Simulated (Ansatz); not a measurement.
# C₃H₉ClSi: basis-set convergence

Aim: see how fast density functionals converge with the basis set for C₃H₉ClSi.

The runs use Ansatz 0.2.0, Gaussian basis; one geometry, several basis sets.

Levels to be run: PBE0-D4/def2-SVP; ωB97M-V/def2-SVP; PBE0-D4/def2-QZVPP; ωB97M-V/def2-QZVPP; the functionals' def2-TZVPP values are taken from earlier runs.

### Step 1. The geometry

An earlier PBE0-D4 in a triple-zeta def2 set relaxation fixed the geometry.

14 atoms, charge 0, spin multiplicity 1.

Atoms are counted from 1 here; the program's logs count them from 0.

Bond lengths: Si1–C2 1.876 Å, Si1–H6 1.490 Å, Si1–H7 1.487 Å, Si1–H8 1.489 Å, C2–C3 1.523 Å, C2–H9 1.095 Å, C2–H10 1.096 Å, C3–C4 1.513 Å, C3–H11 1.095 Å, C3–H12 1.097 Å, C4–Cl5 1.788 Å, C4–H13 1.091 Å, C4–H14 1.090 Å. Angles: C2–Si1–H6 110.4°, C2–Si1–H7 110.7°, C2–Si1–H8 110.3°, H6–Si1–H7 108.6°, H6–Si1–H8 108.1°, H7–Si1–H8 108.8°, Si1–C2–C3 113.6°, Si1–C2–H9 108.3°, Si1–C2–H10 108.4°, C3–C2–H9 109.8°, C3–C2–H10 110.1°, H9–C2–H10 106.3°, C2–C3–C4 114.1°, C2–C3–H11 110.4°, C2–C3–H12 110.0°, C4–C3–H11 108.8°, C4–C3–H12 106.8°, H11–C3–H12 106.4° and more.

### Step 2. PBE0-D4 in def2-SVP

Input file in.yaml:

```yaml
crystal:
  periodic: [false, false, false]
  atoms:
    - {symbol: Si, position_ang: [-1.773684, 0.781864, 1.003694]}
    - {symbol: C, position_ang: [-0.264460, 0.651039, -0.102973]}
    - {symbol: C, position_ang: [0.490998, -0.662629, 0.049126]}
    - {symbol: C, position_ang: [1.709147, -0.780798, -0.840277]}
    - {symbol: Cl, position_ang: [1.276527, -0.791179, -2.574807]}
    - {symbol: H, position_ang: [-1.378361, 0.666627, 2.435146]}
    - {symbol: H, position_ang: [-2.458531, 2.086952, 0.804726]}
    - {symbol: H, position_ang: [-2.733480, -0.314535, 0.699717]}
    - {symbol: H, position_ang: [-0.587221, 0.775659, -1.141690]}
    - {symbol: H, position_ang: [0.399238, 1.495918, 0.115764]}
    - {symbol: H, position_ang: [-0.172849, -1.510385, -0.147815]}
    - {symbol: H, position_ang: [0.840960, -0.777314, 1.082711]}
    - {symbol: H, position_ang: [2.390327, 0.059024, -0.698776]}
    - {symbol: H, position_ang: [2.248089, -1.709543, -0.655845]}
basis:
  gaussian: {orbitals: def2-SVP}
hamiltonian: {xc: pbe0, dispersion: d4}
output: {orbitals: {seedname: orbitals}}
```

Started as:

```bash
$ ansatz run in.yaml --threads 4 --pin off --events-out ev --progress --plain --max-ram 10444MiB
```

Further steps of the session: ωB97M-V in def2-SVP; PBE0-D4 in def2-QZVPP; ωB97M-V in def2-QZVPP.

**Question.** What will the summary of the whole plan be? Wanted: PBE0-D4: double and triple zeta above quadruple; ωB97M-V: double and triple zeta above quadruple.

The runs gave:

| quantity | value |
| --- | --- |
| PBE0-D4: double and triple zeta above quadruple | 11.44, 0.83 eV |
| ωB97M-V: double and triple zeta above quadruple | 11.62, 0.79 eV |

**Reading.** PBE0-D4 gains 10.62 eV from double to triple zeta, then 0.83 eV more. Total energies overstate the basis error of differences, where much of it tends to cancel. The LUMO of ωB97M-V is positive and keeps falling with the basis (2.89 to 1.61 eV): an unbound level that the basis holds in place.
